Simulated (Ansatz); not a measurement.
# O3Si3: the cost of one run

Computed with Ansatz 0.2.0 (the levels named in each step, unless a step's input says otherwise).

### Step 1. The system as given

Bond lengths: O1–Si2 1.634 Å, Si2–O3 1.634 Å, O3–Si4 1.634 Å, Si4–O5 1.634 Å, O1–Si6 1.634 Å, O5–Si6 1.634 Å. Angles: O1–Si2–O3 101.8°, Si2–O1–Si6 138.2°, Si2–O3–Si4 138.2°, O3–Si4–O5 101.8°, Si4–O5–Si6 138.2°, O1–Si6–O5 101.8°.

Coordinates:

```xyz
6

O    -1.1970   -0.8430    0.0148
Si   -1.5894    0.7298    0.2207
O    -0.1232    1.4493    0.1671
Si    1.4411    1.0150   -0.0182
O     1.3201   -0.6062   -0.1836
Si    0.1484   -1.7449   -0.2016
```

### Step 2. A rough first relaxation, PBE-D4/def2-SVP

This run stands in another session on the same molecule. It ended at:

```xyz
6

O    -1.2951   -0.9221    0.0154
Si   -1.7011    0.7945    0.2373
O    -0.1181    1.3896    0.1605
Si    1.5401    1.0996   -0.0182
O     1.4300   -0.6656   -0.1994
Si    0.1441   -1.6959   -0.1964
```

### Step 3. Relaxation, HF/STO-3G

File input.yaml:

```yaml
crystal:
  periodic: [false, false, false]
  atoms:
    - { symbol: O, position_ang: [-1.2950675, -0.92212814, 0.01541422] }
    - { symbol: Si, position_ang: [-1.70105548, 0.79454451, 0.23732388] }
    - { symbol: O, position_ang: [-0.11813559, 1.38964645, 0.16047144] }
    - { symbol: Si, position_ang: [1.54009766, 1.09958463, -0.01815527] }
    - { symbol: O, position_ang: [1.42997529, -0.66563381, -0.19938008] }
    - { symbol: Si, position_ang: [0.14412563, -1.69593364, -0.19640419] }
magnetization:
  spin_polarized: true
  initial_magnetization: 1
total_charge: 1
basis:
  gaussian: { orbitals: STO-3G }
hamiltonian:
  xc: hf
relax:
  f_tol: 0.002
  max_steps: 150
```

Command:

```
$ ansatz run input.yaml --threads 4 --pin off --max-ram 10240MiB --backend cpu --events-out ev --progress --plain --runs-dir out
```

What time and memory should one allow on 4 threads of Intel Xeon Platinum 8488C (Sapphire Rapids), shared host?

About 6.2 s, with a peak of 0.14 GiB.
